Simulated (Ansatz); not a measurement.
**BH3OSe (SMILES B[Se]O): a rigid scan of the angle Se2–O3–H6**

Aim: the energy along the angle Se2–O3–H6, from CCSD(T) and from cheaper methods, relative to the minimum. No other atom is relaxed.

The runs use Ansatz 0.2.0, Gaussian basis; single points in def2-TZVPP.

Levels: PBE-D4, r2SCAN-D4, PBE0-D4, B3LYP-D4, wB97M-V, Hartree-Fock, MP2, CCSD, CCSD(T). The scan takes 77.0, 84.5, 92.0, 99.5, 107.0, 114.5, 122.0, 129.5, 137.0°.

Cores are frozen in the correlated methods. Filled d shells of the heavier atoms are correlated. B3LYP uses VWN-RPA correlation.

35 further runs of the same task are left out: 35 set aside as unsound or not needed.

## 1. Starting geometry

The minimum, relaxed at PBE0-D4: SMILES `B[Se]O`, 6 atoms, charge 0, spin multiplicity 1.

Atoms are counted from 1 here; the program's logs count them from 0.

Bond lengths: B1–Se2 1.875 Å, B1–H4 1.194 Å, B1–H5 1.189 Å, Se2–O3 1.804 Å, O3–H6 0.963 Å. Angles: Se2–B1–H4 114.1°, Se2–B1–H5 121.3°, H4–B1–H5 124.6°, B1–Se2–O3 103.8°, Se2–O3–H6 107.0°.

Geometry (Å):

```xyz
6
BH3OSe
B    -0.9213   -0.0597   -0.6031
Se    0.4785   -1.0523    0.1533
O     1.2395    0.0973    1.3175
H    -1.5837   -0.6698   -1.3866
H    -1.1040    1.0774   -0.3061
H     1.8910    0.6070    0.8250
```

Energies of the minimum (eV), from earlier single points: PBE-D4 -68109.53921, r2SCAN-D4 -68120.77158, PBE0-D4 -68111.68601, B3LYP-D4 -68123.93922, wB97M-V -68117.77353, CCSD(T) -68078.15303.

At the minimum the angle Se2–O3–H6 is 107.0°.

## 2. Se2–O3–H6 = 77.0°

Contents of ccsdt-tzvpp/in.yaml:

```yaml
crystal:
  periodic: [false, false, false]
  atoms:
    - {symbol: B, position_ang: [-0.129259, 0.563400, -1.190800]}
    - {symbol: Se, position_ang: [1.102896, -0.574384, -0.351670]}
    - {symbol: O, position_ang: [1.239468, 0.097325, 1.317514]}
    - {symbol: H, position_ang: [-0.389385, 0.256532, -2.314678]}
    - {symbol: H, position_ang: [-0.591053, 1.501193, -0.623325]}
    - {symbol: H, position_ang: [1.891030, 0.607035, 0.824958]}
basis:
  gaussian: {orbitals: def2-TZVPP}
correlation: {method: ccsd_t}
```

The command line of these runs was not kept.

The runs that follow: Se2–O3–H6 = 84.5°; Se2–O3–H6 = 92.0°; Se2–O3–H6 = 99.5°; Se2–O3–H6 = 107.0°; Se2–O3–H6 = 114.5°; Se2–O3–H6 = 122.0°; Se2–O3–H6 = 129.5°; Se2–O3–H6 = 137.0°.

Before running it: what results should come out? Wanted: highest point, CCSD(T); lowest point, CCSD(T); minimum along the scan, CCSD(T); RMS deviation from CCSD(T); largest T1 diagnostic.

As calculated:

```
                       quantity                                                                                                            value
         highest point, CCSD(T)                                                                                          14.7 kcal/mol at 77.0 °
          lowest point, CCSD(T)                                                                                          0.0 kcal/mol at 107.0 °
minimum along the scan, CCSD(T)                                                                                                          106.3 °
                curvature there                                                                                                    1.25 meV/deg²
     RMS deviation from CCSD(T)  PBE-D4 0.5, r2SCAN-D4 0.2, PBE0-D4 0.4, B3LYP-D4 0.8, wB97M-V 0.6, Hartree-Fock 1.9, MP2 0.3, CCSD 0.3 kcal/mol
          largest T1 diagnostic                                                                                                            0.015
```

**Reading.** A polynomial through the near points puts the CCSD(T) minimum 0.7° below the PBE0-D4 value. Curvature against CCSD(T): PBE-D4 -7 %, Hartree-Fock +5 %. The curve of r2SCAN-D4 lies nearest to CCSD(T), that of Hartree-Fock farthest.
